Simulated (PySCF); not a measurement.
# C3H7FOSi: the cost of one run

Programs: PySCF 2.14.0, with density-fitted response routines of our own. Each step states its level of theory. These are calculated values for one molecule in the gas phase, unless marked as measured. Atoms count from 0, in the outputs and in this text.

## (1) The starting structure

13 atoms, charge 0, multiplicity 1; geometry from: GFN2-xTB. The atoms were then displaced at random by about 0.01 Å, so the start is not that level's minimum.

Bonds of the start (Å): C0–Si1 1.90, Si1–O2 1.67, O2–C3 1.38, C3–C4 1.53, C4–F5 1.37, C4–Si1 1.93, C0–H6 1.11, C0–H7 1.06, C0–H8 1.06, Si1–H9 1.45, C3–H10 1.10, C3–H11 1.10, C4–H12 1.11.

## (2) Relaxing the molecule at PBE0-D3(BJ)/def2-SVP

The job: settings as JSON, then the geometry in Å.

```
{"job": {"xc": "PBE0", "basis": "def2-SVP", "d3": "d3bj", "grid": 1, "shake": 0.01, "kind": "geom"}, "charge": 0, "multiplicity": 1}
C      1.831700     0.263710     1.077260
Si     0.601980    -0.503280    -0.150950
O      0.109770     0.499050    -1.394880
C     -1.244910     0.445930    -1.148450
C     -1.293370    -0.344350     0.156600
F     -2.055080    -1.482790     0.096010
H      1.450790     1.228960     1.468960
H      2.023150    -0.369550     1.901890
H      2.755440     0.491480     0.599500
H      0.973830    -1.834430    -0.605550
H     -1.778180    -0.106810    -1.941110
H     -1.671820     1.456960    -1.079740
H     -1.697470     0.238230     1.010130
```

Command:

```bash
$ OMP_NUM_THREADS=1 python probes_run.py task.json out
```

One launch serves the whole session: the jobs run in the order shown.

**Question.** How long does this first job take on 1 thread of Arm Neoverse V1, shared host, and how much memory does it need?

About 32 s, with a peak of 0.51 GiB.
